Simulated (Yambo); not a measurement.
# SrC2 (I4/mmm) in Yambo: notebook

Aim: see how the results for SrC2 move with the level of theory and the settings. Levels: PBEsol, LDA. Tasks: optical spectrum, G0W0 quasiparticle levels, Hartree-Fock levels.

All numbers are computed with Yambo 5.3.0; they aren't measurements. Logs are shortened: lines on timing, memory, paths and dates and some standing lists are left out, and cuts for length are marked.

### Step 1. The crystal as given

The structure is tetragonal, space group I4/mmm (No. 139). The conventional cell has a = 4.114 Å, b = 4.114 Å, c = 6.766 Å, α = 90.00°, β = 90.00°, γ = 90.00°. Around Sr (site symmetry 4/mmm) lie 10 C at 2.79 to 2.97 Å. Around C (site symmetry 4mm) lie 1 C at 1.19 Å.

### Step 2. Optical spectrum, PBEsol

The input, optics5.in:

```
optics
chi
tddft
Chimod= "LRC"
% BndsRnXd
 1 | 29 |
%
NGsBlkXd= 3 Ry
% LongDrXd
 1 | 1 | 1 |
%
% QpntsRXd
 1 | 1 |
%
% EnRngeXd
 0 | 30 | eV
%
% DmRngeXd
 0.1 | 0.1 | eV
%
ETStpsXd= 300
LRC_alpha= -0.3
```

The input, scf.in:

```
&CONTROL
  calculation = 'scf'
  prefix = 'pwscf'
  outdir = './tmp'
  pseudo_dir = './pseudo'
/
&SYSTEM
  ibrav = 0
  nat = 3
  ntyp = 2
  ecutwfc = 82
  nbnd = 15
  occupations = 'smearing'
  smearing = 'fd'
  degauss = 0.00367493
  force_symmorphic = .true.
/
&ELECTRONS
  conv_thr = 6d-10
  electron_maxstep = 120
  mixing_beta = 0.5
/
ATOMIC_SPECIES
Sr    87.6200 Sr.upf
C     12.0110 C.upf
CELL_PARAMETERS bohr
  -3.8874500973    3.8874500973    6.3929434796
   3.8874500973   -3.8874500973    6.3929434796
   3.8874500973    3.8874500973   -6.3929434796
ATOMIC_POSITIONS bohr
Sr     0.0000000000    0.0000000000    0.0000000000
C      0.0000000000    0.0000000000    7.5181015320
C      0.0000000000    0.0000000000    5.2677854272
K_POINTS automatic
10 10 10 0 0 0
```

The input, nscf.in:

```
&CONTROL
  calculation = 'nscf'
  prefix = 'pwscf'
  outdir = './tmp'
  pseudo_dir = './pseudo'
/
&SYSTEM
  ibrav = 0
  nat = 3
  ntyp = 2
  ecutwfc = 82
  nbnd = 29
  occupations = 'fixed'
  force_symmorphic = .true.
/
&ELECTRONS
  conv_thr = 1d-08
  diago_full_acc = .true.
  diago_thr_init = 1d-06
/
ATOMIC_SPECIES
Sr    87.6200 Sr.upf
C     12.0110 C.upf
CELL_PARAMETERS bohr
  -3.8874500973    3.8874500973    6.3929434796
   3.8874500973   -3.8874500973    6.3929434796
   3.8874500973    3.8874500973   -6.3929434796
ATOMIC_POSITIONS bohr
Sr     0.0000000000    0.0000000000    0.0000000000
C      0.0000000000    0.0000000000    7.5181015320
C      0.0000000000    0.0000000000    5.2677854272
K_POINTS automatic
8 8 8 0 0 0
```

Potentials or basis: PseudoDojo 0.4.1 SR PBEsol standard.

Launch:

```console
OMP_NUM_THREADS=1 pw.x -in scf.in > scf.out
OMP_NUM_THREADS=1 pw.x -in nscf.in > nscf.out
cd tmp/pwscf.save; p2y; mv SAVE ../..; cd ../..
OMP_NUM_THREADS=1 yambo
OMP_NUM_THREADS=1 yambo -F optics5.in -J optics5 -C optics5_out
```

Yambo's report:

```text
[... sections 02.01 to 02.04 as in the set-up run ...]

  [02.05] Energies & Occupations
  ==============================

  [X] === General ===
  [X] Electronic Temperature                        :  0.000000  0.000000 [eV K]
  [X] Bosonic    Temperature                        :  0.000000  0.000000 [eV K]
  [X] Finite Temperature mode                       : no
  [X] El. density                                   :  0.31432E+24 [cm-3]
  [X] Fermi Level                                   :  4.640063 [eV]

  [X] === Gaps and Widths ===
  [X] Conduction Band Min                           :  1.797667 [eV]
  [X] Valence Band Max                              :  0.000000 [eV]
  [X] Filled Bands                                  :   9
  [X] Empty Bands                                   :  10  29
  [X] Direct Gap                                    :  2.547121 [eV]
  [X] Direct Gap localized at k                     :   5
  [X] Indirect Gap                                  :  1.797667 [eV]
  [X] Indirect Gap between kpts                     :   55    5
  [X] Last valence band width                       :  1.193974 [eV]
  [X] 1st conduction band width                     :  3.473027 [eV]

 [03] Transferred momenta grid and indexing
 ==========================================

 IBZ Q-points                                      :   59
 BZ  Q-points                                      :   512

 K/Q-points units:
 rlu = crystal or reduced units; cc = cartesian coordinates; iku = interal k-units

 Q [ 1]         [rlu]:  0.000000  0.000000  0.000000
 Q [ 2]         [rlu]:  0.12146E-16  0.12146E-16  0.12500
 Q [ 3]         [rlu]:  0.24291E-16  0.24291E-16  0.25000
 Q [ 4]         [rlu]:  0.36437E-16  0.36437E-16  0.37500
 Q [ 5]         [rlu]: -0.48582E-16 -0.48582E-16 -0.50000
 Q [ 6]         [rlu]:  0.27459E-17  0.12500     -0.27459E-17
 Q [ 7]         [rlu]:  0.30986E-16  0.12500      0.12500
 Q [ 8]         [rlu]:  0.34732E-17  0.12500      0.25000
 Q [ 9]         [rlu]:  0.73105E-16  0.12500      0.37500
 Q [10]         [rlu]:  0.54918E-17  0.25000     -0.54918E-17
 Q [11]         [rlu]:  0.59767E-17  0.25000      0.12500
 Q [12]         [rlu]:  0.61973E-16  0.25000      0.25000
 Q [13]         [rlu]:  0.19581E-15 -0.75000      0.37500
 Q [14]         [rlu]:  0.54918E-17  0.25000     -0.12500
 Q [15]         [rlu]:  0.72021E-16  0.37500     -0.72021E-16
[... 33 lines left out ...]
 Q [49]         [rlu]:  0.250000  0.500000 -0.375000
 Q [50]         [rlu]:  0.250000 -0.375000  0.375000

 Remaining 9 points informations can be written running with -fatlog

 [04] Dipoles
 ============

  [04.01] Setup: observables and procedures
  =========================================

  [WF-Oscillators/G space/Transverse up loader] Normalization (few states)  min/max  :  0.60116E-16   1.0000

  [WR./optics5//ndb.dipoles]------------------------------------------------------
   Brillouin Zone Q/K grids (IBZ/BZ)                :    59   512    59   512
   RL vectors                                       :   6989 [WF]
   Fragmentation                                    : yes
   Electronic Temperature                           :  0.000000 [K]
   Bosonic    Temperature                           :  0.000000 [K]
   DIP band range                                   :   1  29
   DIP band range limits                            :   9  10
   DIP e/h energy range                             : -1.000000 -1.000000 [eV]
   RL vectors in the sum                            :   6989
   [r,Vnl] included                                 : yes
   Bands ordered                                    : yes
   Direct v evaluation                              : no
   Approach used                                    : G-space v
   Dipoles computed                                 : R V P [G-space]
   Wavefunctions                                    : Perdew, Burke & Ernzerhof SOL(X)+Perdew, Burke & Ernzerhof SOL(C)

  [WARNING] [r,Vnl^pseudo] included in position and velocity dipoles.

  [WARNING] In case H contains other non local terms, these are neglected

 [05] Optics
 ===========

 [X-CG] R(p) Tot o/o(of R):    9440   92160     100
```

Run time: 4.6 min. Hardware: 1 thread of AMD EPYC 7R43 (Zen 3), shared host; peak memory 0.79 GiB.

What came out:

* Band gap on the k mesh, mean-field level: 1.80 eV, indirect (least direct gap 2.55 eV)
* Electronic dielectric constant along the field: 3.41
* Electronic dielectric constant along the field, independent particles: 3.82

Dielectric function (along the field direction of the input):
```
energy (eV)  real part  imaginary part
       0.30       3.42            0.03
       1.30       3.51            0.04
       2.31       3.80            0.07
       3.31       4.28            0.68
       4.41       4.30            1.47
       5.42       3.51            1.98
       6.42       3.50            2.38
       7.53       3.65            2.80
       8.53       3.64            3.28
       9.53      -0.34            4.98
      10.64      -0.46            2.98
      11.64      -0.51            1.56
      12.64      -0.22            1.54
      13.75       0.01            0.78
      14.75       0.25            0.63
      15.75       0.53            0.75
      16.86       0.75            0.52
      17.86       0.85            0.45
      18.86       0.96            0.49
      19.97       0.86            0.76
```

Energy-loss function:
```json
{"energy (eV)": "0.0", "loss": "0.003"}
{"energy (eV)": "1.3", "loss": "0.003"}
{"energy (eV)": "2.6", "loss": "0.009"}
{"energy (eV)": "3.9", "loss": "0.056"}
{"energy (eV)": "5.2", "loss": "0.100"}
{"energy (eV)": "6.5", "loss": "0.138"}
{"energy (eV)": "7.8", "loss": "0.161"}
{"energy (eV)": "9.1", "loss": "0.166"}
{"energy (eV)": "10.4", "loss": "0.354"}
{"energy (eV)": "11.7", "loss": "0.668"}
{"energy (eV)": "13.0", "loss": "0.829"}
{"energy (eV)": "14.3", "loss": "1.068"}
{"energy (eV)": "15.7", "loss": "0.757"}
{"energy (eV)": "17.0", "loss": "0.655"}
{"energy (eV)": "18.3", "loss": "0.467"}
{"energy (eV)": "19.6", "loss": "0.428"}
{"energy (eV)": "20.9", "loss": "0.638"}
{"energy (eV)": "22.2", "loss": "0.470"}
{"energy (eV)": "23.5", "loss": "0.680"}
{"energy (eV)": "24.8", "loss": "0.876"}
{"energy (eV)": "26.1", "loss": "0.679"}
{"energy (eV)": "27.4", "loss": "0.502"}
{"energy (eV)": "28.7", "loss": "0.672"}
{"energy (eV)": "30.0", "loss": "1.606"}
```

Caveat: the long-range kernel's strength is typed, not fitted to the crystal's screening; spectra need much finer meshes, so this one isn't converged; independent-particle spectra lack excitons. A k mesh can miss the band edges.

### Step 3. Optical spectrum, PBEsol

The input, optics6.in:

```
optics
chi
Chimod= "IP"
% BndsRnXd
 1 | 29 |
%
% LongDrXd
 0 | 0 | 1 |
%
% QpntsRXd
 1 | 1 |
%
% EnRngeXd
 0 | 15 | eV
%
% DmRngeXd
 0.2 | 0.2 | eV
%
ETStpsXd= 200
Gauge= "velocity"
```

scf.in is that of step 2.

nscf.in is that of step 2.

Potentials or basis: PseudoDojo 0.4.1 SR PBEsol standard.

Launch:

```console
OMP_NUM_THREADS=1 pw.x -in scf.in > scf.out
OMP_NUM_THREADS=1 pw.x -in nscf.in > nscf.out
cd tmp/pwscf.save; p2y; mv SAVE ../..; cd ../..
OMP_NUM_THREADS=1 yambo
OMP_NUM_THREADS=1 yambo -F optics6.in -J optics6 -C optics6_out
```

Yambo's report:

```text
[... sections 02.01 to 02.04 as in the set-up run ...]

  [02.05] Energies & Occupations
  ==============================

  [X] === General ===
  [X] Electronic Temperature                        :  0.000000  0.000000 [eV K]
  [X] Bosonic    Temperature                        :  0.000000  0.000000 [eV K]
  [X] Finite Temperature mode                       : no
  [X] El. density                                   :  0.31432E+24 [cm-3]
  [X] Fermi Level                                   :  4.640063 [eV]

  [X] === Gaps and Widths ===
  [X] Conduction Band Min                           :  1.797667 [eV]
  [X] Valence Band Max                              :  0.000000 [eV]
  [X] Filled Bands                                  :   9
  [X] Empty Bands                                   :  10  29
  [X] Direct Gap                                    :  2.547121 [eV]
  [X] Direct Gap localized at k                     :   5
  [X] Indirect Gap                                  :  1.797667 [eV]
  [X] Indirect Gap between kpts                     :   55    5
  [X] Last valence band width                       :  1.193974 [eV]
  [X] 1st conduction band width                     :  3.473027 [eV]

 [03] Transferred momenta grid and indexing
 ==========================================

 IBZ Q-points                                      :   59
 BZ  Q-points                                      :   512

 K/Q-points units:
 rlu = crystal or reduced units; cc = cartesian coordinates; iku = interal k-units

 Q [ 1]         [rlu]:  0.000000  0.000000  0.000000
 Q [ 2]         [rlu]:  0.12146E-16  0.12146E-16  0.12500
 Q [ 3]         [rlu]:  0.24291E-16  0.24291E-16  0.25000
 Q [ 4]         [rlu]:  0.36437E-16  0.36437E-16  0.37500
 Q [ 5]         [rlu]: -0.48582E-16 -0.48582E-16 -0.50000
 Q [ 6]         [rlu]:  0.27459E-17  0.12500     -0.27459E-17
 Q [ 7]         [rlu]:  0.30986E-16  0.12500      0.12500
 Q [ 8]         [rlu]:  0.34732E-17  0.12500      0.25000
 Q [ 9]         [rlu]:  0.73105E-16  0.12500      0.37500
 Q [10]         [rlu]:  0.54918E-17  0.25000     -0.54918E-17
 Q [11]         [rlu]:  0.59767E-17  0.25000      0.12500
 Q [12]         [rlu]:  0.61973E-16  0.25000      0.25000
 Q [13]         [rlu]:  0.19581E-15 -0.75000      0.37500
 Q [14]         [rlu]:  0.54918E-17  0.25000     -0.12500
 Q [15]         [rlu]:  0.72021E-16  0.37500     -0.72021E-16
[... 33 lines left out ...]
 Q [49]         [rlu]:  0.250000  0.500000 -0.375000
 Q [50]         [rlu]:  0.250000 -0.375000  0.375000

 Remaining 9 points informations can be written running with -fatlog

 [04] Dipoles
 ============

  [04.01] Setup: observables and procedures
  =========================================

  [WF-Oscillators/G space/Transverse up loader] Normalization (few states)  min/max  :  0.60116E-16   1.0000

  [WR./optics6//ndb.dipoles]------------------------------------------------------
   Brillouin Zone Q/K grids (IBZ/BZ)                :    59   512    59   512
   RL vectors                                       :   6989 [WF]
   Fragmentation                                    : yes
   Electronic Temperature                           :  0.000000 [K]
   Bosonic    Temperature                           :  0.000000 [K]
   DIP band range                                   :   1  29
   DIP band range limits                            :   9  10
   DIP e/h energy range                             : -1.000000 -1.000000 [eV]
   RL vectors in the sum                            :   6989
   [r,Vnl] included                                 : yes
   Bands ordered                                    : yes
   Direct v evaluation                              : no
   Approach used                                    : G-space v
   Dipoles computed                                 : R V P [G-space]
   Wavefunctions                                    : Perdew, Burke & Ernzerhof SOL(X)+Perdew, Burke & Ernzerhof SOL(C)

  [WARNING] [r,Vnl^pseudo] included in position and velocity dipoles.

  [WARNING] In case H contains other non local terms, these are neglected

 [05] Optics
 ===========

 [X-CG] R(p) Tot o/o(of R):    9440   92160     100
```

Run time: 4.2 min. Hardware: 1 thread of AMD EPYC 7R43 (Zen 3), shared host; peak memory 0.27 GiB.

What came out:

| Quantity | Value |
| --- | --- |
| Band gap on the k mesh, mean-field level | 1.80 eV, indirect (least direct gap 2.55 eV) |
| Electronic dielectric constant along the field | 4.35 |

Dielectric function (along the field direction of the input):
| energy (eV) | real part | imaginary part |
| --- | --- | --- |
| 0.30 | 4.36 | 0.10 |
| 0.75 | 4.40 | 0.11 |
| 1.28 | 4.51 | 0.12 |
| 1.81 | 4.70 | 0.15 |
| 2.26 | 4.97 | 0.21 |
| 2.79 | 5.48 | 0.49 |
| 3.32 | 6.05 | 1.42 |
| 3.84 | 5.70 | 2.70 |
| 4.30 | 5.01 | 2.87 |
| 4.82 | 4.49 | 3.90 |
| 5.35 | 3.46 | 3.18 |
| 5.80 | 3.44 | 2.67 |
| 6.33 | 3.29 | 3.40 |
| 6.86 | 3.02 | 2.80 |
| 7.39 | 3.39 | 3.73 |
| 7.84 | 2.71 | 3.14 |
| 8.37 | 3.15 | 3.09 |
| 8.89 | 5.12 | 5.60 |
| 9.42 | -0.54 | 7.14 |
| 9.87 | -1.20 | 4.63 |
| 10.40 | -1.31 | 3.61 |
| 10.93 | -1.02 | 2.85 |
| 11.38 | -1.12 | 2.37 |
| 11.91 | -0.96 | 1.74 |
| 12.44 | -0.77 | 1.43 |
| 12.96 | -0.90 | 1.06 |
| 13.42 | -0.54 | 0.56 |
| 13.94 | -0.06 | 0.36 |
| 14.47 | 0.12 | 0.40 |
| 15.00 | 0.37 | 0.32 |

Caveat: spectra need much finer meshes, so this one isn't converged; independent-particle spectra lack excitons. A k mesh can miss the band edges.

(Continued in part 2 of 3.)
